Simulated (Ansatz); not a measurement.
**C2H9ClOSi2: how energies converge with the basis set**

The task here is to estimate one member of a computed series from the others.

Method: one geometry, several basis sets; program: Ansatz 0.2.0, Gaussian basis.

Plan: PBE0-D4/def2-SVP; ωB97M-V/def2-SVP; PBE0-D4/def2-QZVPP; ωB97M-V/def2-QZVPP; the functionals' def2-TZVPP values are taken from earlier runs.

## The relaxed structure

All runs share one geometry, relaxed beforehand with PBE0-D4 in a triple-zeta def2 set.

SMILES `CC[SiH](Cl)O[SiH3]`, 15 atoms, charge 0, spin multiplicity 1.

Atoms are counted from 1 here; the program's logs count them from 0.

Bond lengths: C1–C2 1.526 Å, C1–H7 1.092 Å, C1–H8 1.092 Å, C1–H9 1.092 Å, C2–Si3 1.853 Å, C2–H10 1.096 Å, C2–H11 1.097 Å, Si3–Cl4 2.066 Å, Si3–O5 1.626 Å, Si3–H12 1.481 Å, O5–Si6 1.641 Å, Si6–H13 1.486 Å, Si6–H14 1.483 Å, Si6–H15 1.484 Å. Angles: C2–C1–H7 111.3°, C2–C1–H8 111.3°, C2–C1–H9 111.2°, H7–C1–H8 107.6°, H7–C1–H9 107.6°, H8–C1–H9 107.7°, C1–C2–Si3 114.3°, C1–C2–H10 110.9°, C1–C2–H11 110.7°, Si3–C2–H10 107.6°, Si3–C2–H11 106.8°, H10–C2–H11 106.1°, C2–Si3–Cl4 109.4°, C2–Si3–O5 110.0°, C2–Si3–H12 112.9°, Cl4–Si3–O5 108.5°, Cl4–Si3–H12 106.4°, O5–Si3–H12 109.5° and more.

Set-up of the first run:

Input file in.yaml:

```yaml
crystal:
  periodic: [false, false, false]
  atoms:
    - {symbol: C, position_ang: [0.270550, 1.309730, -1.650823]}
    - {symbol: C, position_ang: [0.576533, -0.185229, -1.644287]}
    - {symbol: Si, position_ang: [-0.208590, -1.118101, -0.248676]}
    - {symbol: Cl, position_ang: [-2.263247, -0.952100, -0.381787]}
    - {symbol: O, position_ang: [0.267872, -0.493593, 1.175238]}
    - {symbol: Si, position_ang: [-0.213268, -0.117864, 2.698476]}
    - {symbol: H, position_ang: [0.612691, 1.787971, -0.730308]}
    - {symbol: H, position_ang: [0.763095, 1.810988, -2.486940]}
    - {symbol: H, position_ang: [-0.802457, 1.493685, -1.738708]}
    - {symbol: H, position_ang: [0.252377, -0.654756, -2.579746]}
    - {symbol: H, position_ang: [1.657137, -0.359614, -1.574539]}
    - {symbol: H, position_ang: [0.097413, -2.566761, -0.280950]}
    - {symbol: H, position_ang: [-0.823587, -1.302362, 3.355138]}
    - {symbol: H, position_ang: [0.991021, 0.306003, 3.452918]}
    - {symbol: H, position_ang: [-1.199341, 0.991102, 2.664293]}
basis:
  gaussian: {orbitals: def2-SVP}
hamiltonian: {xc: pbe0, dispersion: d4}
output: {orbitals: {seedname: orbitals}}
```

Steps of the session up to this table: PBE0-D4 in def2-SVP; ωB97M-V in def2-SVP; PBE0-D4 in def2-QZVPP; ωB97M-V in def2-QZVPP.

One table of the session follows, with a row left open; its other results are not shown here.

It belongs to the step «Density functionals: the series». 

| functional | basis | HOMO (eV) | LUMO (eV) |
| --- | --- | --- | --- |
| PBE0-D4 | def2-SVP | ? | ? |
| PBE0-D4 | def2-TZVPP | -8.33 | 0.07 |
| PBE0-D4 | def2-QZVPP | -8.35 | -0.10 |
| ωB97M-V | def2-SVP | -10.45 | 2.47 |
| ωB97M-V | def2-TZVPP | -10.57 | 1.72 |
| ωB97M-V | def2-QZVPP | -10.58 | 1.31 |

**Question.** Estimate the row for PBE0-D4, def2-SVP.

As computed: HOMO (eV): -8.26; LUMO (eV): 0.59. In the column «HOMO (eV)» it is the highest.
